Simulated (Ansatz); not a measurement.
# CH8GeInN: basis-set convergence

An exercise on one series of results from a longer session: the logs are not shown, and one member is left open.

The runs use Ansatz 0.2.0, Gaussian basis; one geometry, several basis sets.

Levels to be run: PBE0-D4/def2-SVP; ωB97M-V/def2-SVP; PBE0-D4/def2-QZVPP; ωB97M-V/def2-QZVPP; the functionals' def2-TZVPP values are taken from earlier runs.

**Structure used throughout**

An earlier PBE0-D4 in a triple-zeta def2 set relaxation fixed the geometry. In takes the def2 core potential; no spin-orbit term is included.

SMILES `C[N]([GeH3])[InH2]`, 12 atoms, charge 0, spin multiplicity 1.

Atoms are counted from 1 here; the program's logs count them from 0.

Bond lengths: C1–N2 1.453 Å, C1–H5 1.099 Å, C1–H6 1.095 Å, C1–H7 1.099 Å, N2–Ge3 1.835 Å, N2–In4 2.030 Å, Ge3–H8 1.537 Å, Ge3–H9 1.546 Å, Ge3–H10 1.546 Å, In4–H11 1.715 Å, In4–H12 1.709 Å. Angles: N2–C1–H5 112.2°, N2–C1–H6 111.2°, N2–C1–H7 112.2°, H5–C1–H6 106.9°, H5–C1–H7 107.0°, H6–C1–H7 106.9°, C1–N2–Ge3 114.8°, C1–N2–In4 121.3°, Ge3–N2–In4 123.8°, N2–Ge3–H8 107.7°, N2–Ge3–H9 110.3°, N2–Ge3–H10 110.3°, H8–Ge3–H9 110.4°, H8–Ge3–H10 110.4°, H9–Ge3–H10 107.8°, N2–In4–H11 112.2°, N2–In4–H12 115.8°, H11–In4–H12 132.0°.

The first run:

Contents of in.yaml:

```yaml
crystal:
  periodic: [false, false, false]
  atoms:
    - {symbol: C, position_ang: [0.033368, 1.394034, -0.561188]}
    - {symbol: N, position_ang: [-0.079245, 0.014929, -0.118204]}
    - {symbol: Ge, position_ang: [0.873747, -0.388061, 1.396935]}
    - {symbol: In, position_ang: [-1.216116, -1.328441, -1.129067]}
    - {symbol: H, position_ang: [1.070548, 1.671746, -0.796711]}
    - {symbol: H, position_ang: [-0.556587, 1.569047, -1.466437]}
    - {symbol: H, position_ang: [-0.325523, 2.104690, 0.196806]}
    - {symbol: H, position_ang: [0.641206, -1.873874, 1.714875]}
    - {symbol: H, position_ang: [0.403921, 0.494853, 2.575940]}
    - {symbol: H, position_ang: [2.378652, -0.115005, 1.171341]}
    - {symbol: H, position_ang: [-1.976398, -0.632819, -2.499637]}
    - {symbol: H, position_ang: [-1.247562, -2.911099, -0.484661]}
basis:
  gaussian: {orbitals: def2-SVP}
hamiltonian: {xc: pbe0, dispersion: d4}
output: {orbitals: {seedname: orbitals}}
```

Command:

```
> ansatz run in.yaml --threads 2 --pin off --events-out ev --progress --plain --max-ram 32768MiB --backend cpu
```

Steps of the session up to this table: PBE0-D4 in def2-SVP; ωB97M-V in def2-SVP; PBE0-D4 in def2-QZVPP; ωB97M-V in def2-QZVPP.

One table of the session follows, with a row left open; its other results are not shown here.

It belongs to the step «Density functionals: the series». 

```
functional       basis  HOMO (eV)  LUMO (eV)
   PBE0-D4    def2-SVP          ?          ?
   PBE0-D4  def2-TZVPP      -6.48      -1.33
   PBE0-D4  def2-QZVPP      -6.50      -1.34
   ωB97M-V    def2-SVP      -8.63       0.32
   ωB97M-V  def2-TZVPP      -8.72       0.05
   ωB97M-V  def2-QZVPP      -8.74      -0.02
```

**Question.** Estimate the row for PBE0-D4, def2-SVP.

**Answer.** HOMO (eV): -6.42; LUMO (eV): -1.24. In the column «HOMO (eV)» it is the highest.
